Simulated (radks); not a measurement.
# Exchange and kinetic functionals tested on atomic densities: Te⁴⁺, Cu, Tl⁺, Cu⁺, Bi⁴⁺, Ne

The task here is to estimate one member of a computed series from the others.

The numbers are computed with radks (a radial shooting solver on a logarithmic mesh, Libxc functionals) version 1 (non-relativistic Kohn-Sham, PBE, spin-polarised, spherical densities, point nucleus; open shells are filled with parallel spins first), except any that are marked as measured or tabulated.

## Starting point

```
species : Te⁴⁺ ([Kr] 4d10 5s2), Cu ([Ar] 3d10 4s1), Tl⁺ ([Hg]), Cu⁺ ([Ar] 3d10), Bi⁴⁺ ([Xe] 4f14 5d10 6s1), Ne ([Ne])
```

The first run:

Settings of this run:

```text
Z 52
configuration [Kr] 4d10 5s2
relativity non-relativistic
functional pbe,pbe
spin polarised
nucleus point
```

Among the steps run: Te⁴⁺, [Kr] 4d10 5s2.

One of the session's tables, all rows but one given; the rest of the session is left out.

It belongs to the step «Te⁴⁺, [Kr] 4d10 5s2». Sizes of the orbitals, from the radial functions (bohr):

```
level     <r>  outermost maximum (interpolated)  90 % within  nodes
   2p  0.1074                            0.0837        0.174      0
   3s  0.3357                             0.306        0.492      2
   3p  0.3263                             0.292        0.489      1
   3d  0.2970                             0.239        0.466      0
   4s  0.7938                             0.728         1.14      3
   4p       ?                                 ?            ?      ?
   4d  0.9532                             0.806         1.45      1
   5s   1.932                              1.76         2.76      4
```

**Question.** Estimate the row for 4p.

The run gave: <r>: 0.8322; outermost maximum (interpolated): 0.749; 90 % within: 1.22; nodes: 2. In the column «<r>» it lies between 4s (0.7938) and 4d (0.9532).
